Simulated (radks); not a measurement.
# Ionising thallium step by step, Tl⁴²⁺ to Tl⁶²⁺

Aim: the successive ionisation energies of thallium, each ion in the ground configuration that NIST lists, set against the tabulated values. Each value is a difference of total energies (Δ-SCF).

The numbers are computed with radks (a radial shooting solver on a logarithmic mesh, Libxc functionals) version 1 (scalar-relativistic Kohn-Sham, LDA (Slater exchange, VWN5 correlation), spin-polarised, spherical densities, finite nucleus; open shells are filled with parallel spins first), except any that are marked as measured or tabulated.

## (1) The system

- element: thallium (Z = 81)
- charges: 42 to 62
- first configuration: [Kr] 4d3
- last configuration: [Ar] 3d1

Outer shells as boxes (Hund's rule):

Tl⁴²⁺
```
[Kr] core
4d [↑ ][↑ ][↑ ][  ][  ]
```

Tl⁶²⁺
```
[Ar] core
3d [↑ ][  ][  ][  ][  ]
```

## (2) Tl⁴²⁺, [Kr] 4d3

Settings of this run:

```text
Z 81
configuration [Kr] 4d3 5s0 5p0
relativity scalar-relativistic
functional lda,vwn5
spin polarised
nucleus finite rms 5.4759 fm
c 137.035999084
```

## (3) Tl⁴³⁺, [Kr] 4d2

Changes since step 2:

```diff
@@ -1,3 +1,3 @@
 Z 81
-configuration [Kr] 4d3 5s0 5p0
+configuration [Kr] 4d2
 relativity scalar-relativistic
```

## (4) Tl⁴⁴⁺, [Kr] 4d1

Changes since step 3:

```diff
@@ -1,3 +1,3 @@
 Z 81
-configuration [Kr] 4d2
+configuration [Kr] 4d1 5s0 5p0
 relativity scalar-relativistic
```

## (5) Tl⁴⁵⁺, [Kr]

Changes since step 4:

```diff
@@ -1,3 +1,3 @@
 Z 81
-configuration [Kr] 4d1 5s0 5p0
+configuration [Kr]
 relativity scalar-relativistic
```

## (6) Tl⁴⁶⁺, [Ar] 3d10 4s2 4p5

Changes since step 5:

```diff
@@ -1,3 +1,3 @@
 Z 81
-configuration [Kr]
+configuration [Ar] 3d10 4s2 4p5 5s0 4d0
 relativity scalar-relativistic
```

## (7) Tl⁴⁷⁺, [Ar] 3d10 4s2 4p4

Settings of this run:

```text
Z 81
configuration [Ar] 3d10 4s2 4p4 5s0 4d0
relativity scalar-relativistic
functional lda,vwn5
spin polarised
nucleus finite rms 5.4759 fm
c 137.035999084
```

## (8) Tl⁴⁸⁺, [Ar] 3d10 4s2 4p3

Settings of this run:

```text
Z 81
configuration [Ar] 3d10 4s2 4p3
relativity scalar-relativistic
functional lda,vwn5
spin polarised
nucleus finite rms 5.4759 fm
c 137.035999084
```

## (9) Tl⁴⁹⁺, [Ar] 3d10 4s2 4p2

Settings of this run:

```text
Z 81
configuration [Ar] 3d10 4s2 4p2 5s0 4d0
relativity scalar-relativistic
functional lda,vwn5
spin polarised
nucleus finite rms 5.4759 fm
c 137.035999084
```

## (10) Tl⁵⁰⁺, [Ar] 3d10 4s2 4p1

Settings of this run:

```text
Z 81
configuration [Ar] 3d10 4s2 4p1
relativity scalar-relativistic
functional lda,vwn5
spin polarised
nucleus finite rms 5.4759 fm
c 137.035999084
```

## (11) Tl⁵¹⁺, [Ar] 3d10 4s2

Settings of this run:

```text
Z 81
configuration [Ar] 3d10 4s2 4p0 5s0
relativity scalar-relativistic
functional lda,vwn5
spin polarised
nucleus finite rms 5.4759 fm
c 137.035999084
```

## (12) Tl⁵²⁺, [Ar] 3d10 4s1

Settings of this run:

```text
Z 81
configuration [Ar] 3d10 4s1
relativity scalar-relativistic
functional lda,vwn5
spin polarised
nucleus finite rms 5.4759 fm
c 137.035999084
```

## (13) Tl⁵³⁺, [Ar] 3d10

Changes since step 12:

```diff
@@ -1,3 +1,3 @@
 Z 81
-configuration [Ar] 3d10 4s1
+configuration [Ar] 3d10 4s0 4p0
 relativity scalar-relativistic
```

## (14) Tl⁵⁴⁺, [Ar] 3d9

Changes since step 13:

```diff
@@ -1,3 +1,3 @@
 Z 81
-configuration [Ar] 3d10 4s0 4p0
+configuration [Ar] 3d9
 relativity scalar-relativistic
```

## (15) Tl⁵⁵⁺, [Ar] 3d8

Changes since step 14:

```diff
@@ -1,3 +1,3 @@
 Z 81
-configuration [Ar] 3d9
+configuration [Ar] 3d8
 relativity scalar-relativistic
```

## (16) Tl⁵⁶⁺, [Ar] 3d7

Changes since step 15:

```diff
@@ -1,3 +1,3 @@
 Z 81
-configuration [Ar] 3d8
+configuration [Ar] 3d7
 relativity scalar-relativistic
```

## (17) Tl⁵⁷⁺, [Ar] 3d6

Changes since step 16:

```diff
@@ -1,3 +1,3 @@
 Z 81
-configuration [Ar] 3d7
+configuration [Ar] 3d6
 relativity scalar-relativistic
```

## (18) Tl⁵⁸⁺, [Ar] 3d5

Changes since step 17:

```diff
@@ -1,3 +1,3 @@
 Z 81
-configuration [Ar] 3d6
+configuration [Ar] 3d5
 relativity scalar-relativistic
```

## (19) Tl⁵⁹⁺, [Ar] 3d4

Changes since step 18:

```diff
@@ -1,3 +1,3 @@
 Z 81
-configuration [Ar] 3d5
+configuration [Ar] 3d4
 relativity scalar-relativistic
```

## (20) Tl⁶⁰⁺, [Ar] 3d3

Changes since step 19:

```diff
@@ -1,3 +1,3 @@
 Z 81
-configuration [Ar] 3d4
+configuration [Ar] 3d3 4s0 4p0
 relativity scalar-relativistic
```

## (21) Tl⁶¹⁺, [Ar] 3d2

Changes since step 20:

```diff
@@ -1,3 +1,3 @@
 Z 81
-configuration [Ar] 3d3 4s0 4p0
+configuration [Ar] 3d2
 relativity scalar-relativistic
```

## (22) Tl⁶²⁺, [Ar] 3d1

Changes since step 21:

```diff
@@ -1,3 +1,3 @@
 Z 81
-configuration [Ar] 3d2
+configuration [Ar] 3d1
 relativity scalar-relativistic
```

Q: Predict the outcome of this session. Wanted: for each run, species; configuration; Δ-SCF; −ε(HOMO); NIST; error.

The runs gave:

```csv
species,configuration,Δ-SCF (eV),−ε(HOMO) (eV),NIST (eV),error (%)
Tl⁴²⁺,[Kr] 4d3,2065.3,2035.7,2075 (theory),-0.5
Tl⁴³⁺,[Kr] 4d2,2126.8,2097.1,2140 (theory),-0.6
Tl⁴⁴⁺,[Kr] 4d1,2188.7,2158.8,2202 (theory),-0.6
Tl⁴⁵⁺,[Kr],2493.3,2464.3,2447 (theory),+1.9
Tl⁴⁶⁺,[Ar] 3d10 4s2 4p5,2554.5,2525.6,2508 (theory),+1.9
Tl⁴⁷⁺,[Ar] 3d10 4s2 4p4,2615.1,2586.5,2574 (theory),+1.6
Tl⁴⁸⁺,[Ar] 3d10 4s2 4p3,2691.3,2661.6,2635 (theory),+2.1
Tl⁴⁹⁺,[Ar] 3d10 4s2 4p2,2753.9,2724.2,2854 (theory),-3.5
Tl⁵⁰⁺,[Ar] 3d10 4s2 4p1,2815.7,2786.5,2925 (theory),-3.7
Tl⁵¹⁺,[Ar] 3d10 4s2,3110.2,3081.4,3094 (theory),+0.5
Tl⁵²⁺,[Ar] 3d10 4s1,3179.8,3151.1,3165 (semi-emp.),+0.5
Tl⁵³⁺,[Ar] 3d10,5276.5,5208.3,5234 (theory),+0.8
Tl⁵⁴⁺,[Ar] 3d9,5419.6,5350.8,5371 (theory),+0.9
Tl⁵⁵⁺,[Ar] 3d8,5563.7,5494.5,5518 (theory),+0.8
Tl⁵⁶⁺,[Ar] 3d7,5708.6,5639.0,5674 (theory),+0.6
Tl⁵⁷⁺,[Ar] 3d6,5854.2,5784.3,5824 (theory),+0.5
Tl⁵⁸⁺,[Ar] 3d5,6040.8,5968.6,5969 (theory),+1.2
Tl⁵⁹⁺,[Ar] 3d4,6192.0,6119.2,6241 (theory),-0.8
Tl⁶⁰⁺,[Ar] 3d3,6344.1,6270.9,6392 (theory),-0.7
Tl⁶¹⁺,[Ar] 3d2,6497.0,6423.4,6560 (theory),-1.0
```

In words: Reference values: NIST Atomic Spectra Database (exp. measured, semi-emp. semi-empirical, theory a theoretical value adopted there). Per unit of the charge left behind, the cost jumps most at Tl⁵³⁺ ([Ar] 3d10): from 3179.8 to 5276.5 eV. There the highest level belongs to another shell. Minus the highest eigenvalue gives 99 to 99 % of the Δ-SCF value along the ladder. Open shells are spherical and high-spin; term and fine-structure splittings are not resolved. Spin-orbit splitting is averaged out at the scalar-relativistic level.
